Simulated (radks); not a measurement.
# V²⁺ with its nuclear charge varied continuously

Aim: the energy of 21 electrons in [Ar] 3d3 as the nuclear charge moves through non-integer values, and a test of dE/dZ = E(electron-nucleus)/Z.

Method: scalar-relativistic Kohn-Sham, r2SCAN, spin-polarised, spherical densities, finite nucleus; open shells are filled with parallel spins first. Code: radks (a radial shooting solver on a logarithmic mesh, Libxc functionals) version 1.

**1. Starting point**

```
element            : vanadium (Z = 23)
charge             : +2
electrons          : 21
configuration      : [Ar] 3d3
nuclear rms radius : 3.6002 fm
```

Outer shells as boxes (Hund's rule):

V²⁺
```
[Ar] core
3d [↑ ][↑ ][↑ ][  ][  ]
```

In the logs a row gives level, spin channel, occupation and eigenvalue; Etot, Ekin, Encl (electron-nucleus), Eh (Hartree) and Exc are energies, all in hartree; err is the last residual, it the number of iterations.

**2. Z = 23**

The run's settings:

```text
Z 23
configuration [Ar] 3d3
relativity scalar-relativistic
functional r2scan,r2scan
spin polarised
nucleus finite rms 3.6002 fm
c 137.035999084
```

What it wrote:

```text
1s      1   1.0000        -198.52482559
2s      1   1.0000         -23.04272383
2p      1   3.0000         -19.28725360
3s      1   1.0000          -3.32862926
3p      1   3.0000          -2.32491284
3d      1   3.0000          -0.82045504
1s      2   1.0000        -198.52618019
2s      2   1.0000         -22.99368030
2p      2   3.0000         -19.24968095
3s      2   1.0000          -3.18793573
3p      2   3.0000          -2.18358233
3d      2   0.0000          -0.67358985
Etot -948.4795195055447
Ekin 957.3300096463165
Encl -2244.8705656715615
Eh 384.1378516761335
Exc -45.07681515643322
err 1.2607520249422332e-06
it 13
```

The top filled level is 3d up, -22.326 eV.

Radial moments (bohr):

```
  level  occupation  energy (eV)     <r>  outermost maximum (interpolated)  90 % within  nodes
  2p up           3      -524.83  0.2741                             0.208        0.450      0
2p down           3      -523.81  0.2735                             0.208        0.449      0
  3s up           1      -90.577  0.9490                             0.820         1.42      2
3s down           1      -86.748  0.9514                             0.820         1.42      2
  3p up           3      -63.264   1.015                             0.847         1.56      1
3p down           3      -59.418   1.018                             0.848         1.57      1
  3d up           3      -22.326   1.296                             0.890         2.20      0
3d down           0      -18.329   1.317                             0.896         2.25      0
```

The radial density on a logarithmic grid:

```
r (bohr)  4πr²ρ (e/bohr)
 0.00246          0.6072
 0.00356           1.193
 0.00514           2.291
 0.00742           4.262
  0.0108           7.656
  0.0156           12.69
  0.0226           19.10
  0.0326           25.09
  0.0471           27.45
  0.0681           24.50
  0.0984           20.78
   0.142           23.88
   0.205           29.66
   0.297           23.91
   0.429           11.44
   0.619           9.840
   0.895           11.61
    1.29           6.508
    1.87           1.740
    2.70          0.2755
    3.90         0.02520
```

**3. Z = 22.5**

Input: that of step 2 with these lines changed.

```diff
@@ -1,2 +1,2 @@
-Z 23
+Z 22.5
 configuration [Ar] 3d3
```

What it wrote:

```text
1s      1   1.0000        -189.00183174
2s      1   1.0000         -21.51816104
2p      1   3.0000         -17.89184012
3s      1   1.0000          -2.89934885
3p      1   3.0000          -1.94687263
3d      1   3.0000          -0.54481051
1s      2   1.0000        -189.00329347
2s      2   1.0000         -21.47725879
2p      2   3.0000         -17.86052638
3s      2   1.0000          -2.77318563
3p      2   3.0000          -1.81923970
3d      2   0.0000          -0.40933592
Etot -900.3286094473008
Ekin 908.3277702066839
Encl -2134.7679755170075
Eh 369.7744025352539
Exc -43.66280667223113
err 1.831975955001501e-06
it 13
```

Energy against step 2 (Z = 23): +1310.3 eV. The top filled level is 3d up, -14.825 eV.

**4. Z = 22.75**

Input: that of step 3 with these lines changed.

```diff
@@ -1,2 +1,2 @@
-Z 22.5
+Z 22.75
 configuration [Ar] 3d3
```

What it wrote:

```text
1s      1   1.0000        -193.72920345
2s      1   1.0000         -22.27025052
2p      1   3.0000         -18.57961586
3s      1   1.0000          -3.10852737
3p      1   3.0000          -2.13062310
3d      1   3.0000          -0.67729641
1s      2   1.0000        -193.73061223
2s      2   1.0000         -22.22526673
2p      2   3.0000         -18.54515926
3s      2   1.0000          -2.97484117
3p      2   3.0000          -1.99590751
3d      2   0.0000          -0.53605529
Etot -924.2334910231382
Ekin 932.6503275111512
Encl -2189.506117106774
Eh 376.9940940278092
Exc -44.3717954553245
err 1.331231587034273e-06
it 13
```

Energy against step 2 (Z = 23): +659.768 eV. The top filled level is 3d up, -18.430 eV.

**5. Z = 23.25**

Input: that of step 4 with these lines changed.

```diff
@@ -1,2 +1,2 @@
-Z 22.75
+Z 23.25
 configuration [Ar] 3d3
```

What it wrote:

```text
1s      1   1.0000        -203.38808091
2s      1   1.0000         -23.83484562
2p      1   3.0000         -20.01401685
3s      1   1.0000          -3.55889455
3p      1   3.0000          -2.52902794
3d      1   3.0000          -0.97363552
1s      2   1.0000        -203.38938159
2s      2   1.0000         -23.78176141
2p      2   3.0000         -19.97335257
3s      2   1.0000          -3.41163490
3p      2   3.0000          -2.38147050
3d      2   0.0000          -0.82123393
Etot -973.0661975938178
Ekin 982.3666306775997
Encl -2300.8749111330603
Eh 391.22068484316696
Exc -45.77860198152422
err 2.2368973405049924e-06
it 12
```

E − E(step 2, Z = 23) = -669.038 eV. Highest occupied level: 3d up at -26.494 eV.

**6. Z = 23.5**

Input: that of step 5 with these lines changed.

```diff
@@ -1,2 +1,2 @@
-Z 23.25
+Z 23.5
 configuration [Ar] 3d3
```

What it wrote:

```text
1s      1   1.0000        -208.31852824
2s      1   1.0000         -24.64606205
2p      1   3.0000         -20.75935040
3s      1   1.0000          -3.79875716
3p      1   3.0000          -2.74243950
3d      1   3.0000          -1.13633589
1s      2   1.0000        -208.31977759
2s      2   1.0000         -24.58895306
2p      2   3.0000         -20.71561701
3s      2   1.0000          -3.64531217
3p      2   3.0000          -2.58898056
3d      2   0.0000          -0.97845602
Etot -997.9931717032733
Ekin 1007.7601961367183
Encl -2357.529479744454
Eh 398.253848256233
Exc -46.477736351770545
err 2.283947435675392e-06
it 12
```

Energy against step 2 (Z = 23): -1347.3 eV. The top filled level is 3d up, -30.921 eV.

**7. Z = 23.75**

Input: that of step 6 with these lines changed.

```diff
@@ -1,2 +1,2 @@
-Z 23.5
+Z 23.75
 configuration [Ar] 3d3
```

What it wrote:

```text
1s      1   1.0000        -213.31584194
2s      1   1.0000         -25.47595215
2p      1   3.0000         -21.52282935
3s      1   1.0000          -4.04779353
3p      1   3.0000          -2.96475271
3d      1   3.0000          -1.30816663
1s      2   1.0000        -213.31704255
2s      2   1.0000         -25.41483016
2p      2   3.0000         -21.47604546
3s      2   1.0000          -3.88849014
3p      2   3.0000          -2.80566525
3d      2   0.0000          -1.14485014
Etot -1023.2601966532538
Ekin 1033.510823946136
Encl -2414.8423095903254
Eh 405.2459693785704
Exc -47.174680387634965
err 2.308471243421322e-06
it 12
```

E − E(step 2, Z = 23) = -2034.9 eV. The top filled level is 3d up, -35.597 eV.

**8. Z = 24**

Input: that of step 7 with these lines changed.

```diff
@@ -1,2 +1,2 @@
-Z 23.75
+Z 24
 configuration [Ar] 3d3
```

What it wrote:

```text
1s      1   1.0000        -218.37978671
2s      1   1.0000         -26.32419054
2p      1   3.0000         -22.30412393
3s      1   1.0000          -4.30567875
3p      1   3.0000          -3.19566555
3d      1   3.0000          -1.48882015
1s      2   1.0000        -218.38094143
2s      2   1.0000         -26.25906362
2p      2   3.0000         -22.25430483
3s      2   1.0000          -4.14079989
3p      2   3.0000          -3.03118092
3d      2   0.0000          -1.32009915
Etot -1048.8671104208504
Ekin 1059.6187279706983
Encl -2472.819732119136
Eh 412.2036944257229
Exc -47.86980069813561
err 2.213271238901845e-06
it 12
```

E − E(step 2, Z = 23) = -2731.7 eV. Highest occupied level: 3d up at -40.513 eV.

**9. All runs together**

```
    Z  E (hartree)  E(electron-nucleus)/Z (hartree)  highest level  its energy (eV)  <r> (bohr)
 22.5   -900.32861                         -94.8786          3d up          -14.825       1.451
22.75   -924.23349                         -96.2420          3d up          -18.430       1.366
   23   -948.47952                         -97.6031          3d up          -22.326       1.296
23.25   -973.06620                         -98.9624          3d up          -26.494       1.235
 23.5   -997.99317                         -100.320          3d up          -30.921       1.181
23.75  -1023.26020                         -101.678          3d up          -35.597       1.134
   24  -1048.86711                         -103.034          3d up          -40.513       1.092
```

In words: At Z = 23 the central difference of E is -97.665 hartree, against -97.603 from the Hellmann-Feynman theorem; the scalar-relativistic energy here is not variational, so the two differ by a part that grows with Z. The top level goes from -14.825 eV at Z = 22.5 to -40.513 eV at Z = 24.
